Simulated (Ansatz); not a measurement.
Task: a comparison of functionals at one structure of KHfO3, space group Pm-3m, with Ansatz 0.2.0, Python API. Give the script and its output. Settings (first run): LDA, PAW, cutoff 470 eV, 6×6×6 k-points, Fermi-Dirac smearing of 0.1 eV. The script varies functional: lda, pbesol, blyp.

```cif
data_structure
_symmetry_space_group_name_H-M 'P 1'
_symmetry_Int_Tables_number 1
_cell_length_a 4.1780
_cell_length_b 4.1780
_cell_length_c 4.1780
_cell_angle_alpha 90.000
_cell_angle_beta 90.000
_cell_angle_gamma 90.000
_cell_volume 72.93
loop_
_atom_site_label
_atom_site_type_symbol
_atom_site_fract_x
_atom_site_fract_y
_atom_site_fract_z
_atom_site_occupancy
K1 K 0.50000 0.50000 0.50000 1
Hf1 Hf 0.00000 0.00000 0.00000 1
O1 O 0.50000 0.00000 0.00000 1
O2 O 0.00000 0.50000 0.00000 1
O3 O 0.00000 0.00000 0.50000 1
```

`khfo3.py`:
```python
# -*- coding: utf-8 -*-
'''One structure of KHfO3 under several functionals.'''

from dataclasses import dataclass

import ansatz as az
from ase import Atoms
import pandas as pd


@dataclass(frozen=True)
class RunConfig:
    ecut: int = 470
    k_density: float = 3.4
    filling: str = 'Fermi-Dirac'


opts = RunConfig()

atoms = Atoms(
    ['K', 'Hf', 'O', 'O', 'O'],
    scaled_positions=[
        (0.5, 0.5, 0.5),
        (0.0, 0.0, 0.0),
        (0.5, 0.0, 0.0),
        (0.0, 0.5, 0.0),
        (0.0, 0.0, 0.5),
    ],
    cell=[
        (4.177954, 0.0, 0.0),
        (0.0, 4.177954, 0.0),
        (0.0, 0.0, 4.177954),
    ],
    pbc=True,
)
khfo3 = az.Crystal.from_ase(atoms)

base = (
    khfo3.calculation()
    .pseudopotentials('paw')
    .basis(opts.ecut)  # cutoff of the orbital basis
    .kpoints(density=opts.k_density)
    .occupations(opts.filling)  # smearing steadies the SCF of a metal
)

rows = []
for value in ['lda', 'pbesol', 'blyp']:
    rep = base.functional(value).run(threads=1, pin='off').report
    rows.append((value, rep['free_energy_ev'] / len(rep['lattice']['sites']), rep['n_iterations'], rep['n_kpoints']))

table = pd.DataFrame(rows, columns=['functional', 'F/atom (eV)', 'iterations', 'k-points'])
print(table.round(5).to_string(index=False))
```

```console
$ python khfo3.py
functional  F/atom (eV)  iterations  k-points
       lda  -3728.79726           7        20
    pbesol  -3760.30368           7        20
      blyp  -3800.45778           7        20
```

What to keep in mind:
- The cell holds an odd number of electrons and is run without spin, so a magnetic state may lie lower.
- BLYP can be off by several per cent in the lattices of metals, and by several GPa in the pressure at a fixed cell.
- The mesh is modest for a metal, so energies can be off by several to tens of meV an atom and pressures by half a GPa or more; differences at equal mesh fare better.
- Spin-orbit coupling, which matters for elements this heavy, is left out.
- This cell is a computed structure, which may not be the phase found in nature.
- Total energies of different functionals can't be compared; pressures, moments and gaps at this one structure can.
- The whole script took 10 s on 1 thread of Arm Neoverse V1 (shared host), peak memory 0.48 GiB.

(A comment or docstring line of the script was reworded after the run, the code is as it ran; lines on the test bed's own set-up are left out of the output.)
